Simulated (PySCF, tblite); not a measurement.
# C₇H₁₃FOSi: geometry, infrared bands and NMR shifts

Wanted: the infrared bands and NMR shifts of C₇H₁₃FOSi (`CC/C(=C\[SiH2]CF)C(C)=O`), by calculation.

Programs: tblite 0.8.0 and PySCF 2.14.0, with density-fitted response routines of our own. Each step states its level of theory. These are calculated values for one molecule in the gas phase, unless marked as measured. Atoms count from 0, in the outputs and in this text.

## 1. The starting structure

23 atoms, charge 0, multiplicity 1; geometry from: force field or distance geometry start.

Bonds of the start (Å): C0–C1 1.50, C1–C2 1.47, C2–C3 1.32, C3–Si4 1.84, Si4–C5 1.87, C5–F6 1.40, C2–C7 1.47, C7–C8 1.48, C7–O9 1.27, C0–H10 1.12, C0–H11 1.09, C0–H12 1.10, C1–H13 1.13, C1–H14 1.10, C3–H15 1.07, Si4–H16 1.47, Si4–H17 1.48, C5–H18 1.12, C5–H19 1.10, C8–H20 1.12, C8–H21 1.09, C8–H22 1.15.

## 2. Geometry optimisation with GFN2-xTB

What the job is given:

```
{"job": {"kind": "relax", "xc": "GFN2-xTB", "basis": "xTB"}, "charge": 0, "multiplicity": 1}
C     -1.583900    -2.159400    -0.094500
C     -0.794900    -1.240700     0.790700
C     -0.699800     0.112100     0.225200
C      0.489500     0.607200    -0.065500
Si     1.989600    -0.393600     0.274700
C      3.553100     0.618300     0.083800
F      4.616400    -0.274900     0.245600
C     -1.935000     0.866200    -0.011300
C     -1.959700     2.229600    -0.590900
O     -3.019400     0.279400     0.300700
H     -2.661900    -2.051000     0.202400
H     -1.486300    -1.897300    -1.148900
H     -1.298800    -3.204700     0.100000
H     -1.371800    -1.169000     1.759900
H      0.170200    -1.663400     1.090900
H      0.622900     1.586800    -0.468700
H      2.050000    -1.525000    -0.664000
H      2.006600    -0.951300     1.640300
H      3.649000     1.427300     0.846400
H      3.585600     1.017200    -0.937200
H     -2.905200     2.426600    -1.157700
H     -1.077800     2.462600    -1.185600
H     -1.943000     2.924100     0.319800
```

The run is started by

```console
$ OMP_NUM_THREADS=1 python probes_run.py task.json out
```

This one command runs all jobs of the session in turn.

**Question.** This job is followed by: GFN2-xTB harmonic vibrations, gas phase; GIAO PBE0/pcSseg-1 NMR shielding, non-relativistic, gas phase. What will the session give for the following? strongest single infrared mode (GFN2-xTB); zero-point energy (GFN2-xTB); ¹³C shifts against TMS (PBE0/pcSseg-1); ¹H shifts against TMS (PBE0/pcSseg-1, means over atoms taken as alike); ²⁹Si shifts against TMS (PBE0/pcSseg-1); ¹⁹F shifts against CFCl3 (PBE0/pcSseg-1); ¹⁷O shifts against H2O (PBE0/pcSseg-1).

The runs gave:

```
                                                              quantity                                            value
                             strongest single infrared mode (GFN2-xTB)                            2237 cm⁻¹, 375 km/mol
                                          zero-point energy (GFN2-xTB)                                   112.4 kcal/mol
                                ¹³C shifts against TMS (PBE0/pcSseg-1)  203.9, 173.8, 130.1, 77.7, 30.4, 29.2, 16.3 ppm
¹H shifts against TMS (PBE0/pcSseg-1, means over atoms taken as alike)           6.15, 5.13, 4.70, 2.59, 2.39, 0.95 ppm
                               ²⁹Si shifts against TMS (PBE0/pcSseg-1)                                        -61.9 ppm
                              ¹⁹F shifts against CFCl3 (PBE0/pcSseg-1)                                       -302.6 ppm
                                ¹⁷O shifts against H2O (PBE0/pcSseg-1)                                        676.7 ppm
```

What this shows: Over 119 steps the energy fell by 0.780 eV; of the close pairs, C7–O9 changed most, 1.272 to 1.210 Å. All 63 modes are real, so the xTB geometry is a minimum. The strongest single mode, at 2237 cm⁻¹, moves mainly H16. Unscaled tight-binding wavenumbers are off by several per cent, some by more. Its intensities can rank the bands wrongly. The most deshielded carbon is C7 (ketone carbonyl carbon), at 203.9 ppm: the double bond to the heteroatom, with no lone-pair donor beside it, deshields it most. The most deshielded hydrogen is H15 (hydrogen on a β carbon of a C=C–C=O unit), at 6.15 ppm: attached to an sp2 carbon and in the plane of the double bond. At PBE0/pcSseg-1: Shielding is most anisotropic at O9 (span 1305 ppm, paramagnetic term -739 ppm).
